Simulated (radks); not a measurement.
# Rb²⁶⁺ in [He] 2s2 2p4 3s1 4f2: an all-electron calculation

Aim: the levels, the sizes of the orbitals and the parts of the energy of the rubidium ion Rb26+.

Method: Dirac Kohn-Sham, PBEsol, spin-unpolarised, spherical densities, finite nucleus; open shells fill j = l - 1/2 first. Code: radks (a radial shooting solver on a logarithmic mesh, Libxc functionals) version 1.

**1. What is computed**

* element: rubidium (Z = 37)
* charge: +26
* electrons: 11
* configuration: [He] 2s2 2p4 3s1 4f2
* nuclear rms radius: 4.2036 fm

**2. Self-consistent calculation**

The run's settings:

```text
Z 37
configuration [He] 2s2 2p4 3s1 4f2 3p0 4s0 3d0 5f0
relativity Dirac
functional pbe_sol,pbe_sol
spin unpolarised
j_filling energy
nucleus finite rms 4.2036 fm
c 137.035999084
```

The run is started by

```console
> python run_ks.py task.json out
```

This one command runs every case of the session in turn.

**Question.** What will this run give?

As calculated:

```
                        quantity                    value
                    total energy      -2331.84102 hartree
exchange-correlation share of it                   2.23 %
                            −T/E                   1.0351
          highest occupied level        4f5/2, -623.83 eV
    most extended occupied level  4f5/2, <r> = 0.638 bohr
 radius at density 0.001 e/bohr³                1.47 bohr
    maxima of the radial density                        3
```

The radial density shows 3 maxima for 4 occupied principal shells; where shells overlap, one shows as a shoulder or not at all. −T/E is 1.035: with relativity the kinetic term as defined here no longer equals −E. This is not the tabulated ground configuration, so its levels and sizes aren't those of the ground state, and no measured value stands beside it.
